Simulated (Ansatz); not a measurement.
# C₂H₃BrFI: ionisation energy by level of theory

The task here is to estimate one member of a computed series from the others.

Method: unrestricted cation, the program's frozen cores in correlated methods; program: Ansatz 0.2.0, Gaussian basis.

Levels to be run: UKS PBE-D4/def2-TZVPP; UKS r2SCAN-D4/def2-TZVPP; UKS PBE0-D4/def2-TZVPP; UKS B3LYP-D4/def2-TZVPP; UKS wB97X-V/def2-TZVPP; UKS wB97M-V/def2-TZVPP; UKS B2PLYP/def2-TZVPP; UHF-CCSD(T)/def2-TZVPP; UHF-MP2/def2-QZVPP; extrapolation to the limit; then −ε(HOMO) from the neutral's earlier runs with LDA (SPW92), PBE-D4, revPBE-D4, BLYP-D4, r2SCAN-D4, B97M-V, PBE0-D4, B3LYP-D4, r2SCANh-D4, r2SCAN0-D4, HSE06-D4, BHLYP-D4, CAM-B3LYP-D4, LC-ωPBE, ωB97X-V, ωB97M-V.

### The relaxed structure

An earlier PBE0-D4 in a triple-zeta def2 set relaxation fixed the geometry. I takes the def2 core potential; no spin-orbit term is included.

8 atoms, charge 0, spin multiplicity 1.

Atoms are counted from 1 here; the program's logs count them from 0.

Bond lengths: F1–C2 1.374 Å, C2–C3 1.509 Å, C2–H6 1.092 Å, C2–H7 1.095 Å, C3–Br4 1.930 Å, C3–I5 2.134 Å, C3–H8 1.086 Å. Angles: F1–C2–C3 109.8°, F1–C2–H6 109.1°, F1–C2–H7 108.3°, C3–C2–H6 110.9°, C3–C2–H7 109.0°, H6–C2–H7 109.7°, C2–C3–Br4 107.9°, C2–C3–I5 111.8°, C2–C3–H8 111.9°, Br4–C3–I5 112.5°, Br4–C3–H8 106.9°, I5–C3–H8 105.8°.

The first run:

in.yaml reads:

```yaml
crystal:
  periodic: [false, false, false]
  atoms:
    - {symbol: F, position_ang: [-0.563806, 1.238522, 1.210007]}
    - {symbol: C, position_ang: [0.334016, 0.349483, 0.671151]}
    - {symbol: C, position_ang: [-0.312118, -0.404872, -0.465017]}
    - {symbol: Br, position_ang: [0.933583, -1.749579, -1.068073]}
    - {symbol: I, position_ang: [-0.928292, 0.901915, -2.035715]}
    - {symbol: H, position_ang: [1.214803, 0.895686, 0.325755]}
    - {symbol: H, position_ang: [0.623434, -0.361752, 1.451470]}
    - {symbol: H, position_ang: [-1.209520, -0.926602, -0.145278]}
basis:
  gaussian: {orbitals: def2-TZVPP}
total_charge: 1
magnetization: {spin_polarized: true, initial_magnetization: 1}
hamiltonian: {xc: pbe, dispersion: d4}
```

Started as:

```sh
$ ansatz run in.yaml --threads 2 --pin off --events-out ev --progress --plain --max-ram 20480MiB --backend cpu
```

Steps of the session up to this table: Cation, UKS PBE-D4/def2-TZVPP; Cation, UKS r2SCAN-D4/def2-TZVPP; Cation, UKS PBE0-D4/def2-TZVPP; Cation, UKS B3LYP-D4/def2-TZVPP; Cation, UKS wB97X-V/def2-TZVPP; Cation, UKS wB97M-V/def2-TZVPP; Cation, UKS B2PLYP (frozen core)/def2-TZVPP; Cation, UHF-CCSD(T)/def2-TZVPP; Cation, UHF-MP2/def2-QZVPP.

One table of the session follows, with a row left open; its other results are not shown here.

It belongs to the step «Ionisation energies side by side». Orbital estimates, from the neutral's runs:

```
  functional  −ε(HOMO) (eV)
 LDA (SPW92)           6.62
      PBE-D4           6.44
   revPBE-D4           6.38
     BLYP-D4           6.26
   r2SCAN-D4           6.74
      B97M-V           6.76
     PBE0-D4           7.60
    B3LYP-D4           7.35
  r2SCANh-D4           7.16
  r2SCAN0-D4           7.79
    HSE06-D4           7.21
    BHLYP-D4           8.59
CAM-B3LYP-D4           8.87
     LC-ωPBE          10.22
     ωB97X-V           9.88
     ωB97M-V              ?
```

**Question.** Estimate the row for ωB97M-V.

**Answer.** −ε(HOMO) (eV): 9.75. In the column «−ε(HOMO) (eV)» it lies between CAM-B3LYP-D4 (8.87) and ωB97X-V (9.88).
